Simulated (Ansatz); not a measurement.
**BrFH₂SSi with the probe Cu+: a probe moved round a molecule**

Aim: map the energy of BrFH₂SSi (SMILES F[SiH](S)Br) with the probe Cu+ over two coordinates, and find its wells, ridges and stiffness.

Method: RKS B3LYP-D4/def2-SVP; program: Ansatz 0.2.0.

**1. Where the work starts**

SMILES `F[SiH](S)Br`, 6 atoms, charge 0, spin multiplicity 1.

Atoms are counted from 1 here; the program's logs count them from 0.

Bond lengths: F1–Si2 1.634 Å, Si2–S3 2.134 Å, Si2–Br4 2.218 Å, Si2–H5 1.494 Å, S3–H6 1.366 Å. Angles: F1–Si2–S3 111.1°, F1–Si2–Br4 109.3°, F1–Si2–H5 106.1°, S3–Si2–Br4 105.8°, S3–Si2–H5 114.3°, Br4–Si2–H5 110.3°, Si2–S3–H6 93.0°.

As a file:

```mol
BrFH2SSi
  3D, bonds by distance, orders not assigned

  6  5  0  0  0  0  0  0  0  0999 V2000
   -0.0879   -1.5710   -0.8431 F   0  0
   -0.1629    0.0023   -0.4099 Si  0  0
    0.2174    0.2432    1.6757 S   0  0
   -2.2229    0.7550   -0.7393 Br  0  0
    0.7993    0.7223   -1.2970 H   0  0
    1.4992   -0.2157    1.5674 H   0  0
  1  2  8  0
  2  3  8  0
  2  4  8  0
  2  5  8  0
  3  6  8  0
M  END
```

This geometry comes from a loose relaxation at PBE in a small basis, which is not shown.

**2. The minimum at this level**

input.yaml reads:

```yaml
crystal:
  periodic: [false, false, false]
  atoms:
    - { symbol: F, position_ang: [-0.087927, -1.570993, -0.84315] }
    - { symbol: Si, position_ang: [-0.162875, 0.002308, -0.409932] }
    - { symbol: S, position_ang: [0.217422, 0.243229, 1.675739] }
    - { symbol: Br, position_ang: [-2.222939, 0.754967, -0.739283] }
    - { symbol: H, position_ang: [0.799313, 0.722311, -1.296974] }
    - { symbol: H, position_ang: [1.499206, -0.215722, 1.5674] }
basis:
  gaussian: { orbitals: def2-SVP }
hamiltonian:
  xc: { name: B3LYP }
  dispersion: d4
output:
  forces: true
relax:
  f_tol: 0.003
  max_steps: 120
```

Started as:

```
$ ansatz run input.yaml --threads 1 --pin off --max-ram 2560MiB --backend cpu --events-out ev --progress --plain --runs-dir out
```

The log of the run, shortened:

```text
Warning: RAYON_NUM_THREADS=1 ignored (pool sized by the plan → 1); use --threads N
[...]
Functional definition: B3LYP
[...]
918 factors; integrals over basis functions are off by at most 4.2e-4 eV
[...]
mean field -91497.50124619 eV, -3362.4711515637 hartree, gradient 4.5e-5 eV, S^2 0.000000; 0 other end points of the search recorded, 0 dependent functions left out
[...]
reference -91497.50147173 eV, -3362.4711598521 hartree; 38, 38 occupied and 54, 54 virtual orbitals, 918 factors
relax step   1: F+E_penalty+E_count = -91497.79205570 eV  Δ(F+E_penalty+E_count) = +0.000e0 eV  max|allowed force component| = 3.999e-1 eV/Å  Δτ_max = 0.0000 Å  (24 SCF iters, accepted)
[...]
relax step   5: F+E_penalty+E_count = -91497.79863749 eV  Δ(F+E_penalty+E_count) = -1.852e-5 eV  max|allowed force component| = 1.364e-2 eV/Å  Δτ_max = 0.0051 Å  (23 SCF iters, accepted)
[...]
relax step   6: F+E_penalty+E_count = -91497.79864593 eV  Δ(F+E_penalty+E_count) = -8.442e-6 eV  max|allowed force component| = 1.318e-3 eV/Å  Δτ_max = 0.0010 Å  (19 SCF iters, accepted)
918 factors; integrals over basis functions are off by at most 4.2e-4 eV
mean field -91497.50780580 eV, -3362.4713926250 hartree, gradient 1.9e-5 eV, S^2 0.000000; 1 other end points of the search recorded, 0 dependent functions left out
[...]
reference -91497.50803159 eV, -3362.4714009224 hartree; 38, 38 occupied and 54, 54 virtual orbitals, 918 factors
Total energy: -91497.79887172 eV, -3362.4820891001 hartree
Atom 0 at    -0.096138    -1.559589    -0.839454 Å, force     0.000089     0.000445    -0.000943 eV/Å
Atom 1 at    -0.162434     0.002433    -0.410935 Å, force     0.000141     0.000383    -0.000443 eV/Å
Atom 2 at     0.225702     0.233960     1.670717 Å, force     0.000016     0.000475     0.000723 eV/Å
Atom 3 at    -2.220609     0.751305    -0.750062 Å, force    -0.000964    -0.000140     0.000181 eV/Å
Atom 4 at     0.792280     0.717591    -1.284820 Å, force     0.000554    -0.001318     0.000679 eV/Å
Atom 5 at     1.503398    -0.209599     1.568354 Å, force     0.000164     0.000155    -0.000198 eV/Å
Dipole moment:     0.343107     0.124050     0.023380 e Å
```

Wall time 49 s (1 thread of Arm Neoverse N1, shared host); peak memory 0.2 GiB.

Along the way:

```csv
step,energy from step 1 (eV),largest force component (eV/Å)
1,0.0000,0.3999
2,-0.0045,0.2223
3,-0.0064,0.1057
4,-0.0066,0.0320
5,-0.0066,0.0136
6,-0.0066,0.0013
```

Distances of close pairs at the start and the end, largest changes first:

```csv
bond,before (Å),after (Å),change (Å)
Si2–H5,1.494,1.479,-0.015
F1–Si2,1.634,1.621,-0.012
S3–H6,1.366,1.356,-0.009
Si2–S3,2.134,2.130,-0.004
Si2–Br4,2.218,2.216,-0.002
```

**3. The part Cu+ alone, at the geometry typed**

input.yaml reads:

```yaml
crystal:
  periodic: [false, false, false]
  atoms:
    - { symbol: Cu, position_ang: [0.0, 0.0, 0.0] }
total_charge: 1
basis:
  gaussian: { orbitals: def2-SVP }
hamiltonian:
  xc: { name: B3LYP }
```

Started as:

```
$ ansatz run input.yaml --threads 1 --pin off --max-ram 2560MiB --backend cpu --events-out ev --progress --plain --runs-dir out
```

The log of the run:

```text
Warning: RAYON_NUM_THREADS=1 ignored (pool sized by the plan → 1); use --threads N
Engine: ansatz 0.2.0, aarch64-unknown-linux-gnu
[... 1 set-up line as earlier in the session ...]
  parameter a0 = 0.2
  parameter ax = 0.72
  parameter ac = 0.81
  exchange = (1 - a0 - ax)*slater_x + ax*b88_x + a0*exact_x
  correlation = (1 - ac)*vwn_rpa_c + ac*lyp_c
237 factors; integrals over basis functions are off by at most 2.1e-4 eV
mean field evaluation 1: about -44605.0396 eV, gradient 1.1e2 eV
mean field evaluation 2: about -43929.7997 eV, gradient 6.4e-3 eV
mean field evaluation 4: about -44517.2305 eV, gradient 1.7e2 eV
mean field evaluation 8: about -44626.8191 eV, gradient 1.2e-2 eV
mean field -44626.81906679 eV, -1640.0053515603 hartree, gradient 2.3e-5 eV, S^2 0.000000; 0 other end points of the search recorded, 0 dependent functions left out
reference -44626.81912323 eV, -1640.0053536341 hartree; 14, 14 occupied and 17, 17 virtual orbitals, 237 factors
Total energy: -44626.81912323 eV, -1640.0053536341 hartree
```

It took 0.91 s on 1 thread of Arm Neoverse N1, shared host; peak memory 0.068 GiB.

**4. Plan of the scan**

The probe is moved over a plane parallel to the molecule's main plane, 3.65 Å above it (x and y are the axes of that plane, centred on the molecule).

First coordinate, x of the probe's Cu atom: 11 values from −3.75 Å. Second coordinate, y of the probe's Cu atom: 9 values from −3.00 Å.

Nothing else is relaxed (molecule and probe rigid). Energies count from molecule and probe far apart, each relaxed in its own basis (no counterpoise correction). Points are written as (first, second).

The probe Cu+ moves over a plane: parallel to the molecule's main plane, 3.65 Å above it. The molecule is turned into the frame of its main axes, as the inputs below show.

Of the runs on the grid, 3 are shown in the steps below; the others differ only in the two coordinates.

**5. The run at (−0.75 Å, −0.75 Å)**

input.yaml reads:

```yaml
crystal:
  periodic: [false, false, false]
  atoms:
    - { symbol: F, position_ang: [0.085299, 1.656333, -0.217882] }
    - { symbol: Si, position_ang: [0.042391, 0.202094, 0.497159] }
    - { symbol: S, position_ang: [1.674564, -1.00644, -0.145484] }
    - { symbol: Br, position_ang: [-1.802254, -0.851987, -0.133794] }
    - { symbol: H, position_ang: [0.015277, 0.452234, 1.954313] }
    - { symbol: H, position_ang: [2.606242, -0.194348, 0.413274] }
    - { symbol: Cu, position_ang: [-0.75, -0.75, 3.65] }
total_charge: 1
basis:
  gaussian: { orbitals: def2-SVP }
hamiltonian:
  xc: { name: B3LYP }
  dispersion: d4
output:
  forces: true
```

Started as:

```
$ ansatz run input.yaml --threads 1 --pin off --max-ram 2560MiB --backend cpu --events-out ev --progress --plain --runs-dir out
```

The log of the run, shortened:

```text
Warning: RAYON_NUM_THREADS=1 ignored (pool sized by the plan → 1); use --threads N
[...]
[... 1 set-up line as earlier in the session ...]
[...]
1207 factors; integrals over basis functions are off by at most 1.1e-3 eV
[...]
mean field -136124.89962777 eV, -5002.4977925496 hartree, gradient 6.8e-5 eV, S^2 0.000000; 0 other end points of the search recorded, 0 dependent functions left out
[...]
reference -136124.89993896 eV, -5002.4978039858 hartree; 52, 52 occupied and 71, 71 virtual orbitals, 1207 factors
Total energy: -136125.33518684 eV, -5002.5137990503 hartree
Atom 0 at     0.085299     1.656333    -0.217882 Å, force    -0.078898    -0.326808     0.620174 eV/Å
Atom 1 at     0.042391     0.202094     0.497159 Å, force     0.260918    -0.168580    -2.019709 eV/Å
Atom 2 at     1.674564    -1.006440    -0.145484 Å, force    -0.303099     0.161042     0.421510 eV/Å
Atom 3 at    -1.802254    -0.851987    -0.133794 Å, force     0.122466     0.088355     0.458678 eV/Å
Atom 4 at     0.015277     0.452234     1.954313 Å, force    -0.214055    -0.119293     1.297269 eV/Å
Atom 5 at     2.606242    -0.194348     0.413274 Å, force     0.080037     0.033163    -0.052518 eV/Å
Atom 6 at    -0.750000    -0.750000     3.650000 Å, force     0.132632     0.332121    -0.725405 eV/Å
Dipole moment:     0.160037    -0.246298     2.225813 e Å
```

Wall time 16 s (1 thread of Arm Neoverse N1, shared host); peak memory 0.32 GiB.

On the map this point reads −69 kJ/mol.

**6. Point (0.75 Å, −2.25 Å)**

input.yaml, as its differences from that of step 5:

```diff
@@ -9,3 +9,3 @@
     - { symbol: H, position_ang: [2.606242, -0.194348, 0.413274] }
-    - { symbol: Cu, position_ang: [-0.75, -0.75, 3.65] }
+    - { symbol: Cu, position_ang: [0.75, -2.25, 3.65] }
 total_charge: 1
```

Started as:

```
$ ansatz run input.yaml --threads 1 --pin off --max-ram 2560MiB --backend cpu --events-out ev --progress --plain --runs-dir out
```

The log of the run, shortened:

```text
Warning: RAYON_NUM_THREADS=1 ignored (pool sized by the plan → 1); use --threads N
[...]
[... 1 set-up line as earlier in the session ...]
[...]
1209 factors; integrals over basis functions are off by at most 1.1e-3 eV
[...]
mean field -136124.57499208 eV, -5002.4858624081 hartree, gradient 4.7e-5 eV, S^2 0.000000; 0 other end points of the search recorded, 0 dependent functions left out
[...]
reference -136124.57529220 eV, -5002.4858734374 hartree; 52, 52 occupied and 71, 71 virtual orbitals, 1209 factors
Total energy: -136124.97194052 eV, -5002.5004499942 hartree
Atom 0 at     0.085299     1.656333    -0.217882 Å, force     0.111782    -0.391939     0.244754 eV/Å
Atom 1 at     0.042391     0.202094     0.497159 Å, force    -0.696836     0.593518    -0.606983 eV/Å
Atom 2 at     1.674564    -1.006440    -0.145484 Å, force     0.110206    -0.326224     0.458790 eV/Å
Atom 3 at    -1.802254    -0.851987    -0.133794 Å, force     0.260209     0.021930     0.193488 eV/Å
Atom 4 at     0.015277     0.452234     1.954313 Å, force     0.090262    -0.112139     0.236098 eV/Å
Atom 5 at     2.606242    -0.194348     0.413274 Å, force     0.090772     0.050601    -0.058597 eV/Å
Atom 6 at     0.750000    -2.250000     3.650000 Å, force     0.033605     0.164254    -0.467550 eV/Å
Dipole moment:     1.034673    -1.109566     2.352987 e Å
```

Run time: 17 s. Hardware: 1 thread of Arm Neoverse N1, shared host; peak memory 0.32 GiB.

Energy on the map's scale: −34 kJ/mol.

**7. Grid point (0.00 Å, 0.00 Å)**

input.yaml, as its differences from that of step 6:

```diff
@@ -9,3 +9,3 @@
     - { symbol: H, position_ang: [2.606242, -0.194348, 0.413274] }
-    - { symbol: Cu, position_ang: [0.75, -2.25, 3.65] }
+    - { symbol: Cu, position_ang: [0.0, 0.0, 3.65] }
 total_charge: 1
```

Started as:

```
$ ansatz run input.yaml --threads 1 --pin off --max-ram 2560MiB --backend cpu --events-out ev --progress --plain --runs-dir out
```

The log of the run, shortened:

```text
Warning: RAYON_NUM_THREADS=1 ignored (pool sized by the plan → 1); use --threads N
[...]
[... 1 set-up line as earlier in the session ...]
[...]
1207 factors; integrals over basis functions are off by at most 1.4e-3 eV
[...]
mean field -136125.12538375 eV, -5002.5060889287 hartree, gradient 6.5e-5 eV, S^2 0.000000; 0 other end points of the search recorded, 0 dependent functions left out
[...]
reference -136125.12570464 eV, -5002.5061007215 hartree; 52, 52 occupied and 71, 71 virtual orbitals, 1207 factors
Total energy: -136125.53283147 eV, -5002.5210623563 hartree
Atom 0 at     0.085299     1.656333    -0.217882 Å, force    -0.015448    -0.305645     0.806603 eV/Å
Atom 1 at     0.042391     0.202094     0.497159 Å, force    -0.097510    -0.622042    -2.862108 eV/Å
Atom 2 at     1.674564    -1.006440    -0.145484 Å, force    -0.296192     0.233749     0.541523 eV/Å
Atom 3 at    -1.802254    -0.851987    -0.133794 Å, force     0.363509     0.294676     0.471235 eV/Å
Atom 4 at     0.015277     0.452234     1.954313 Å, force    -0.031929     0.342307     1.364248 eV/Å
Atom 5 at     2.606242    -0.194348     0.413274 Å, force     0.115655     0.035703    -0.088293 eV/Å
Atom 6 at     0.000000     0.000000     3.650000 Å, force    -0.038085     0.021252    -0.233208 eV/Å
Dipole moment:     0.555605     0.130111     2.111241 e Å
```

It took 17 s on 1 thread of Arm Neoverse N1, shared host; peak memory 0.32 GiB.

That is −88 kJ/mol from the zero.

**8. All points together**

99 points were computed. Energies in kJ/mol, from molecule and probe far apart, each relaxed in its own basis (no counterpoise correction):

```tsv
y of the probe's Cu atom (Å) ↓, x of the probe's Cu atom (Å) →	−3.75	−3.00	−2.25	−1.50	−0.75	0.00	0.75	1.50	2.25	3.00	3.75
3.00	−7	−8	−11	−16	−21	−22	−17	−7	2	7	9
2.25	−9	−12	−19	−30	−43	−47	−38	−19	−2	8	11
1.50	−12	−18	−30	−49	−71	−78	−65	−36	−10	5	11
0.75	−17	−26	−40	−64	−88	−88	−81	−51	−19	−1	8
0.00	−22	−32	−46	−67	−87	−88	−82	−55	−27	−9	2
−0.75	−24	−35	−45	−57	−69	−74	−67	−51	−33	−17	−4
−1.50	−23	−32	−39	−44	−46	−48	−48	−43	−33	−20	−8
−2.25	−19	−25	−30	−31	−30	−31	−34	−34	−29	−19	−9
−3.00	−14	−18	−20	−20	−19	−21	−23	−24	−21	−14	−7
```

The largest force on an atom (eV/Å) at each point:

```csv
"y of the probe's Cu atom (Å) ↓, x of the probe's Cu atom (Å) →",−3.75,−3.00,−2.25,−1.50,−0.75,0.00,0.75,1.50,2.25,3.00,3.75
3.00,0.32,0.50,0.73,1.01,1.25,1.36,1.32,1.16,0.98,0.85,0.77
2.25,0.42,0.62,0.95,1.38,1.77,1.94,1.84,1.54,1.19,0.92,0.78
1.50,0.56,0.76,1.14,1.76,2.33,2.57,2.41,1.94,1.36,0.93,0.85
0.75,0.73,0.89,1.24,1.96,2.66,2.97,2.74,2.11,1.39,1.04,0.96
0.00,0.87,1.02,1.24,1.84,2.57,2.93,2.62,1.92,1.35,1.17,1.09
−0.75,0.95,1.10,1.21,1.52,2.04,2.30,2.02,1.55,1.35,1.29,1.19
−1.50,0.94,1.10,1.18,1.24,1.36,1.43,1.38,1.35,1.37,1.33,1.21
−2.25,0.84,1.00,1.08,1.06,0.92,0.92,1.10,1.25,1.31,1.27,1.16
−3.00,0.70,0.83,0.91,0.90,0.73,0.77,0.96,1.11,1.17,1.14,1.06
```

**9. Results**

| quantity | value |
| --- | --- |
| lowest point | (0.00 Å, 0.00 Å) [nearest 1 H at 1.76 Å], −88 kJ/mol |
| highest computed point | (3.75 Å, 2.25 Å), 100 kJ/mol above the lowest |
| largest force on an atom (eV/Å) | 0.32 at (−3.75 Å, 3.00 Å) to 2.97 at (0.00 Å, 0.75 Å); 2.93 at the lowest point |
| time for the whole task | 32 min on 1 thread, shared host |

In words: The lowest computed point is at (0.00 Å, 0.00 Å) [nearest 1 H at 1.76 Å], −88 kJ/mol from molecule and probe far apart, each relaxed in its own basis (no counterpoise correction). The grid is coarse, so the lowest point of the scanned range may lie between grid points; coordinates that were held can hide deeper minima. The grid shows no other well, apart from its symmetry copies. The highest computed point, (3.75 Å, 2.25 Å), lies 100 kJ/mol above the lowest. Near the minimum the curvatures are about 0.29 and 0.39 eV/Å² along the soft and the stiff direction. No counterpoise correction was made, so wells between separate parts tend to come out somewhat too deep.
